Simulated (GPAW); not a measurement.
Write an ASE script for GPAW 26.7.0 that does the following.

```yaml
Task: single point
Functional: PBE
Potentials_or_basis: GPAW PAW data sets (gpaw-data 1.2.1)
Cutoff: 600 eV
Basis: pw
k_mesh: 5 × 5 × 5
Occupations: fermi-dirac, width 0.05 eV
Spin: no spin polarisation
Maxiter: 120
Convergence: default
```

YCuF5:

```
Y Cu F
1.0
    -2.11615    3.47550    4.03327
     2.11615   -3.47550    4.03327
     2.11615    3.47550   -4.03327
Y Cu F
1 1 5
Direct
  0.50000 0.50000 0.00000
  0.00000 0.00000 0.00000
  0.50000 0.00000 0.50000
  0.77434 0.77434 0.00000
  0.22565 0.22565 0.00000
  0.18689 0.50000 0.68689
  0.81311 0.50000 0.31311
```

The cell comes from a database or a generator and needn't be the stable form of this composition.

One way to write it, as run:

run.py

```python
from ase import Atoms
from ase.dft.bandgap import bandgap
from ase.io import write
from ase.units import GPa
from gpaw import GPAW, PW

atoms = Atoms(['Y', 'Cu', 'F', 'F', 'F', 'F', 'F'],
              cell=[[-2.116147, 3.475502, 4.033275],
                    [2.116147, -3.475502, 4.033275],
                    [2.116147, 3.475502, -4.033275]],
              scaled_positions=[[0.5, 0.5, 0.0],
                                [0.0, 0.0, 0.0],
                                [0.5, 0.0, 0.5],
                                [0.774345, 0.774345, 0.0],
                                [0.225655, 0.225655, 0.0],
                                [0.18689, 0.5, 0.68689],
                                [0.81311, 0.5, 0.31311]],
              pbc=True)

calc = GPAW(mode=PW(600),
            xc='PBE',
            kpts={'size': (5, 5, 5), 'gamma': True},
            occupations={'name': 'fermi-dirac', 'width': 0.05},
            nbands=50,
            maxiter=120,
            txt='gpaw.txt')
atoms.calc = calc
energy = atoms.get_potential_energy()
forces = atoms.get_forces()
stress = atoms.get_stress()
calc.write('gs.gpw')
write('result.traj', atoms)
print(f'Energy: {energy:.6f} eV')
print('Forces (eV/A):')
print(forces.round(4))
print('Stress (GPa):', (stress / GPa).round(3))
print('Fermi level:', round(calc.get_fermi_level(), 4), 'eV')
print(f'Gap: {bandgap(calc)[0]:.4f} eV, direct: {bandgap(calc, direct=True)[0]:.4f} eV')
```

Potentials or basis: GPAW PAW data sets (gpaw-data 1.2.1), pw.

Command:

```sh
$ OMP_NUM_THREADS=1 python run.py
```

Results of the run:

| Property | Result |
| --- | --- |
| Pressure | -0.5 GPa |
| Largest force | 0.313 eV/Å |
| Band gap on the k mesh | none (metal or under the smearing width) |

Caveat: with this Cu data set, volumes or pressures lay over 1.5 % or 2 GPa off other programs in two to four cells of ten; the cutoff is short for stress and forces, so pressures can be off by a GPa or more; an odd number of electrons without spin polarisation forces a metal; a magnetic or distorted state may lie lower; the run has no spin polarisation, though such a crystal can be magnetic; semilocal functionals often make such compounds metallic where correlation or magnetic order opens a gap, which also shifts bond lengths.

Run time: 3 min on 1 thread of Arm Neoverse V1, with other jobs on the host, peak memory 0.32 GiB.
